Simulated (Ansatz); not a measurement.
# PbF2: the cost of one run

Program: Ansatz 0.2.0. Level of theory: DFT r2SCAN, scalar-relativistic, plane waves, PAW. These are calculated values, not measurements.

## (1) The structure to begin with

The structure is cubic, space group Fm-3m (No. 225). The conventional cell has a = 5.940 Å, b = 5.940 Å, c = 5.940 Å, α = 90.00°, β = 90.00°, γ = 90.00°. Pb (site symmetry m-3m) has 8 F at 2.57 Å in its first shell of neighbours. F (site symmetry -43m) has 4 Pb at 2.57 Å in its first shell of neighbours.

Coordinates:

```cif
data_structure
_symmetry_space_group_name_H-M 'P 1'
_symmetry_Int_Tables_number 1
_cell_length_a 4.2000
_cell_length_b 4.2000
_cell_length_c 4.2000
_cell_angle_alpha 60.000
_cell_angle_beta 60.000
_cell_angle_gamma 60.000
_cell_volume 52.39
loop_
_atom_site_label
_atom_site_type_symbol
_atom_site_fract_x
_atom_site_fract_y
_atom_site_fract_z
_atom_site_occupancy
Pb1 Pb 0.00000 0.00000 0.00000 1
F1 F 0.25000 0.25000 0.25000 1
F2 F 0.75000 0.75000 0.75000 1
```

The cell is taken as given, not relaxed at this level.

## (2) The reference cell

The reference gives a free energy of -13542.2369 eV, pressure -0.71 GPa, largest force 0.000 eV/Å and gap on the mesh 4.93 eV. It was computed beforehand with the settings of the runs below.

## (3) Setting up shifting one sublattice

Every F atom is moved by x along the Cartesian unit vector (0.000, 0.000, -1.000); the cell and all other atoms stay fixed. Forces below are components along that vector, summed over the moved atoms.

## (4) Point x = -0.500 Å

input.yaml reads:

```yaml
crystal:
  lattice:
    - [0.0, 2.96985, 2.96985]
    - [2.96985, 0.0, 2.96985]
    - [2.96985, 2.96985, 0.0]
  atoms:
    - { symbol: Pb, position: [0.0, 0.0, 0.0] }
    - { symbol: F, position: [0.3341793357, 0.3341793357, 0.1658206643] }
    - { symbol: F, position: [0.8341793357, 0.8341793357, 0.6658206643] }
basis:
  ecutwfc: 500
kpoints:
  mp_grid: { grid: [8, 8, 8] }
hamiltonian:
  xc: r2scan
scf:
  occupations: { method: gaussian, width: 0.05 }
output:
  forces: true
  stress: true
  eigenvalues: true
```

Started as:

```bash
$ ansatz run input.yaml --threads 1 --pin off --max-ram 2560MiB --backend cpu --events-out ev --progress --plain --runs-dir out
```

Q: Estimate wall time and peak memory on 1 thread of Oxide Virtual Turin-like (Zen 5), shared host.

About 5.9 s, with a peak of 0.56 GiB.
